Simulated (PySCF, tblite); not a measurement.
# C₃H₁₃NSi₂: a rotation path, then NMR shifts on frames

Aim: move C₃H₁₃NSi₂ (`CN[SiH2]CC[SiH3]`) away from its starting geometry and see how NMR shifts follow the geometry.

Programs: tblite 0.8.0 and PySCF 2.14.0, with density-fitted response routines of our own. Each step states its level of theory. These are calculated values for one molecule in the gas phase, unless marked as measured. Atoms count from 0, in the outputs and in this text.

## Step 1: The molecule as given

19 atoms, charge 0, multiplicity 1; geometry from: GFN2-xTB.

Bonds of the start (Å): C0–N1 1.44, N1–Si2 1.72, Si2–C3 1.90, C3–C4 1.53, C4–Si5 1.90, C0–H6 1.09, C0–H7 1.09, C0–H8 1.10, N1–H9 1.01, Si2–H10 1.48, Si2–H11 1.47, C3–H12 1.09, C3–H13 1.09, C4–H14 1.09, C4–H15 1.09, Si5–H16 1.47, Si5–H17 1.46, Si5–H18 1.47.

## Step 2: The rotation path with GFN2-xTB

The job: settings as JSON, then the geometry in Å.

```
{"job": {"kind": "neb", "xc": "GFN2-xTB", "basis": "xTB", "atoms": [2, 3, 4, 5], "turn": 120}, "charge": 0, "multiplicity": 1}
C     -3.567500    -0.625221     0.249731
N     -2.163790    -0.722396    -0.062220
Si    -1.015075     0.415252     0.517345
C      0.678628    -0.140797    -0.128259
C      1.810241     0.669287     0.499986
Si     3.526915     0.138933    -0.117697
H     -4.032642    -1.612544     0.217292
H     -3.672056    -0.223033     1.254303
H     -4.106924     0.035257    -0.438536
H     -2.013735    -1.145124    -0.965957
H     -1.246642     1.816793     0.111644
H     -1.088124     0.346708     1.982159
H      0.728554    -0.036980    -1.213849
H      0.833464    -1.198860     0.087539
H      1.759694     0.567737     1.585804
H      1.650634     1.729061     0.290691
H      3.615171     0.357566    -1.564431
H      4.563715     0.923097     0.557271
H      3.729668    -1.285484     0.160052
```

Level: GFN2-xTB climbing-image nudged elastic band, gas phase.

Launch:

```bash
OMP_NUM_THREADS=1 python probes_run.py task.json out
```

The driver reads the jobs from task.json and runs them one after another.

What it wrote:

```text
image   E - E0 / eV
  0       0.0000
  1       0.0120
  2       0.0451
  3       0.0869
  4       0.1141
  5       0.1069
  6       0.0741
  7       0.0502
  8       0.0378
```

Run time: 5 s. Hardware: 1 thread, shared host.

The final band, with the dihedral Si2–C3–C4–Si5:

| image | dihedral (°) | energy (eV) | energy (kcal/mol) |
| --- | --- | --- | --- |
| 0 | 180 | 0.000 | 0.0 |
| 1 | 193 | 0.012 | 0.3 |
| 2 | 206 | 0.045 | 1.0 |
| 3 | 220 | 0.087 | 2.0 |
| 4 | 235 | 0.114 | 2.6 |
| 5 | 250 | 0.107 | 2.5 |
| 6 | 265 | 0.074 | 1.7 |
| 7 | 280 | 0.050 | 1.2 |
| 8 | 291 | 0.038 | 0.9 |

## Step 3: NMR shieldings: image 0, PBE0/pcSseg-1

The job: settings as JSON, then the geometry in Å.

```
{"job": {"kind": "nmr", "xc": "PBE0", "basis": "pcSseg-1", "pop": false}, "charge": 0, "multiplicity": 1}
C     -3.567500    -0.625200     0.249700
N     -2.163800    -0.722400    -0.062200
Si    -1.015100     0.415300     0.517300
C      0.678600    -0.140800    -0.128300
C      1.810200     0.669300     0.500000
Si     3.526900     0.138900    -0.117700
H     -4.032600    -1.612500     0.217300
H     -3.672100    -0.223000     1.254300
H     -4.106900     0.035300    -0.438500
H     -2.013700    -1.145100    -0.966000
H     -1.246600     1.816800     0.111600
H     -1.088100     0.346700     1.982200
H      0.728600    -0.037000    -1.213800
H      0.833500    -1.198900     0.087500
H      1.759700     0.567700     1.585800
H      1.650600     1.729100     0.290700
H      3.615200     0.357600    -1.564400
H      4.563700     0.923100     0.557300
H      3.729700    -1.285500     0.160100
```

Level: GIAO PBE0/pcSseg-1 NMR shielding, non-relativistic, gas phase.

What it wrote:

```text
coarse grid: 15632 points
cycle   1  E = -755.2942328642  dE =  2.245e-01  |g| = 4.780e-01  |ddm| = 3.698e+00
cycle   2  E = -755.2624310178  dE =  3.180e-02  |g| = 6.053e-01  |ddm| = 1.045e+00
cycle   3  E = -755.3493941705  dE = -8.696e-02  |g| = 5.077e-02  |ddm| = 6.446e-01
cycle   4  E = -755.3498182426  dE = -4.241e-04  |g| = 2.407e-02  |ddm| = 5.940e-02
cycle   5  E = -755.3499398116  dE = -1.216e-04  |g| = 6.012e-03  |ddm| = 2.316e-02
cycle   6  E = -755.3499480377  dE = -8.226e-06  |g| = 1.386e-03  |ddm| = 6.543e-03
final grid: 138304 points
cycle   7  E = -755.3811232785  dE = -2.724e-05  |g| = 7.550e-03  |ddm| = 2.135e-02
cycle   8  E = -755.3811144611  dE =  8.817e-06  |g| = 9.620e-03  |ddm| = 1.544e-02
cycle   9  E = -755.3811375695  dE = -2.311e-05  |g| = 5.119e-04  |ddm| = 8.730e-03
cycle  10  E = -755.3811376151  dE = -4.566e-08  |g| = 2.014e-04  |ddm| = 5.231e-04
cycle  11  E = -755.3811376232  dE = -8.058e-09  |g| = 4.346e-05  |ddm| = 1.532e-04
cycle  12  E = -755.3811376235  dE = -3.583e-10  |g| = 1.913e-05  |ddm| = 6.378e-05
converged SCF energy = -755.3811376235

GIAO shielding tensors (ppm)
atom      isotropic    diamagn.    paramagn.     s11        s22        s33       span
  0 C      154.196     239.119     -84.923    130.135    145.069    187.384     57.250
  1 N      254.389     326.095     -71.706    216.380    256.519    290.267     73.886
  2 Si     375.593     882.919    -507.326    333.449    348.308    445.022    111.572
  3 C      176.625     256.694     -80.068    165.247    171.495    193.134     27.888
  4 C      183.907     251.160     -67.253    172.641    184.873    194.209     21.568
  5 Si     415.422     878.911    -463.488    382.565    392.356    471.345     88.779
  6 H       28.756      26.051       2.705     23.420     26.637     36.211     12.791
  7 H       29.183      27.388       1.795     25.167     27.411     34.971      9.804
  8 H       28.798      26.310       2.488     23.408     26.819     36.169     12.761
  9 H       32.262      36.275      -4.013     22.074     32.983     41.727     19.653
 10 H       26.894      31.726      -4.831     23.455     25.838     31.390      7.935
 11 H       27.170      31.995      -4.825     23.858     26.410     31.241      7.383
 12 H       31.009      35.720      -4.710     25.741     31.288     35.999     10.258
 13 H       30.907      35.604      -4.697     25.481     31.230     36.009     10.528
 14 H       31.066      31.792      -0.726     25.436     30.389     37.373     11.937
 15 H       31.051      31.805      -0.754     25.547     30.355     37.250     11.703
 16 H       27.952      28.628      -0.676     24.693     26.312     32.852      8.158
 17 H       27.679      27.758      -0.079     24.133     25.267     33.637      9.504
 18 H       27.939      28.622      -0.683     24.682     26.351     32.785      8.103
```

Run time: 37 s. Hardware: 1 thread, shared host.

Shifts follow as δ = σ(reference) − σ, with reference shieldings (ppm) from runs at the same level and on the same kind of geometry: 1H TMS 31.72, 13C TMS 186.9, 29Si TMS 349.2, 15N NH3 267.7. The references are single molecules in the gas phase, so shifts against H2O, NH3, PH3, H3PO4 or CFCl3 are not on the usual liquid scales and can be off by tens of ppm. Each atom is listed at this fixed geometry, with no averaging over motion; a spectrum would average atoms that exchange fast.

| atoms | environment | σ (ppm) | δ (ppm) |
| --- | --- | --- | --- |
| C0 | methyl carbon bonded to N | 154.2 | 32.7 |
| C3 | sp3 CH2 bonded to Si | 176.6 | 10.3 |
| C4 | sp3 CH2 bonded to Si | 183.9 | 3.0 |
| H10 | hydrogen on a silicon bonded to C, N | 26.89 | 4.82 |
| H11 | hydrogen on a silicon bonded to C, N | 27.17 | 4.55 |
| H17 | hydrogen on a silicon bonded to C | 27.68 | 4.04 |
| H18 | hydrogen on a silicon bonded to C | 27.94 | 3.78 |
| H16 | hydrogen on a silicon bonded to C | 27.95 | 3.76 |
| H6 | hydrogen on a methyl carbon bonded to N | 28.76 | 2.96 |
| H8 | hydrogen on a methyl carbon bonded to N | 28.80 | 2.92 |
| H7 | hydrogen on a methyl carbon bonded to N | 29.18 | 2.53 |
| H13 | hydrogen on an sp3 CH2 bonded to Si | 30.91 | 0.81 |
| H12 | hydrogen on an sp3 CH2 bonded to Si | 31.01 | 0.71 |
| H15 | hydrogen on an sp3 CH2 bonded to Si | 31.05 | 0.67 |
| H14 | hydrogen on an sp3 CH2 bonded to Si | 31.07 | 0.65 |
| H9 | hydrogen on a nitrogen bonded to C, Si | 32.26 | -0.54 |
| N1 | nitrogen bonded to C, Si, H | 254.4 | 13.3 |
| Si2 | silicon bonded to C, N, 2 H | 375.6 | -26.4 |
| Si5 | silicon bonded to C, 3 H | 415.4 | -66.3 |

## Step 4: Nuclear shieldings: image 2, PBE0/pcSseg-1

The job: settings as JSON, then the geometry in Å.

```
{"job": {"kind": "nmr", "xc": "PBE0", "basis": "pcSseg-1", "pop": false}, "charge": 0, "multiplicity": 1}
C     -3.582900    -0.501500     0.152300
N     -2.172500    -0.752600    -0.007300
Si    -0.985900     0.383600     0.489800
C      0.710200    -0.354800     0.082200
C      1.839400     0.476800     0.695600
Si     3.471400     0.314400    -0.262300
H     -4.128500    -1.442200     0.242700
H     -3.728400     0.075700     1.061900
H     -4.006200     0.066400    -0.683100
H     -1.983900    -1.333000    -0.810600
H     -1.058300     1.704800    -0.171500
H     -1.179200     0.572700     1.932400
H      0.831100    -0.391300    -1.002700
H      0.791000    -1.383400     0.433800
H      1.962100     0.191700     1.742100
H      1.555300     1.531700     0.707400
H      3.249300     0.799000    -1.629400
H      4.507700     1.137900     0.364900
H      3.898400    -1.086600    -0.315400
```

Level: GIAO PBE0/pcSseg-1 NMR shielding, non-relativistic, gas phase.

What it wrote:

```text
coarse grid: 15632 points
cycle   1  E = -755.2922879918  dE =  2.261e-01  |g| = 4.777e-01  |ddm| = 3.700e+00
cycle   2  E = -755.2606637915  dE =  3.162e-02  |g| = 6.043e-01  |ddm| = 1.050e+00
cycle   3  E = -755.3473541306  dE = -8.669e-02  |g| = 5.047e-02  |ddm| = 6.489e-01
cycle   4  E = -755.3477750209  dE = -4.209e-04  |g| = 2.382e-02  |ddm| = 5.896e-02
cycle   5  E = -755.3478937499  dE = -1.187e-04  |g| = 6.036e-03  |ddm| = 2.296e-02
cycle   6  E = -755.3479020116  dE = -8.262e-06  |g| = 1.398e-03  |ddm| = 6.564e-03
final grid: 138304 points
cycle   7  E = -755.3797733415  dE = -2.648e-05  |g| = 7.672e-03  |ddm| = 2.183e-02
cycle   8  E = -755.3797641452  dE =  9.196e-06  |g| = 9.803e-03  |ddm| = 1.621e-02
cycle   9  E = -755.3797882170  dE = -2.407e-05  |g| = 5.167e-04  |ddm| = 8.960e-03
cycle  10  E = -755.3797882634  dE = -4.634e-08  |g| = 2.019e-04  |ddm| = 5.225e-04
cycle  11  E = -755.3797882714  dE = -8.064e-09  |g| = 4.558e-05  |ddm| = 1.530e-04
cycle  12  E = -755.3797882718  dE = -3.877e-10  |g| = 1.907e-05  |ddm| = 6.420e-05
converged SCF energy = -755.3797882718

GIAO shielding tensors (ppm)
atom      isotropic    diamagn.    paramagn.     s11        s22        s33       span
  0 C      154.305     239.395     -85.089    130.216    145.285    187.415     57.199
  1 N      254.057     326.291     -72.233    216.537    257.403    288.232     71.695
  2 Si     378.190     882.986    -504.797    337.690    348.072    448.808    111.118
  3 C      178.704     256.378     -77.674    168.528    171.015    196.568     28.040
  4 C      185.947     251.041     -65.094    175.561    185.427    196.852     21.291
  5 Si     415.999     878.981    -462.982    382.336    394.577    471.084     88.747
  6 H       28.773      25.945       2.828     23.426     26.632     36.260     12.835
  7 H       29.185      27.430       1.755     25.152     27.437     34.965      9.813
  8 H       28.810      26.642       2.168     23.423     26.847     36.160     12.737
  9 H       32.249      36.279      -4.030     22.092     32.965     41.690     19.597
 10 H       26.965      31.990      -5.025     23.515     25.998     31.382      7.867
 11 H       27.214      31.930      -4.716     23.807     26.444     31.392      7.585
 12 H       31.191      36.105      -4.914     25.424     32.203     35.945     10.521
 13 H       30.786      34.925      -4.140     25.670     30.227     36.461     10.791
 14 H       30.956      31.163      -0.207     25.646     29.393     37.827     12.181
 15 H       31.260      32.266      -1.006     25.452     31.233     37.095     11.643
 16 H       28.016      28.967      -0.951     24.641     26.635     32.773      8.131
 17 H       27.695      27.841      -0.147     24.099     25.239     33.746      9.647
 18 H       27.907      28.549      -0.642     24.691     26.150     32.879      8.188
```

It took 34 s on 1 thread, shared host.

This run: δ C0 32.6, C3 8.2, C4 1.0, N1 13.7, H10 4.75, H11 4.50 ppm.

[end of part 1 of 2]
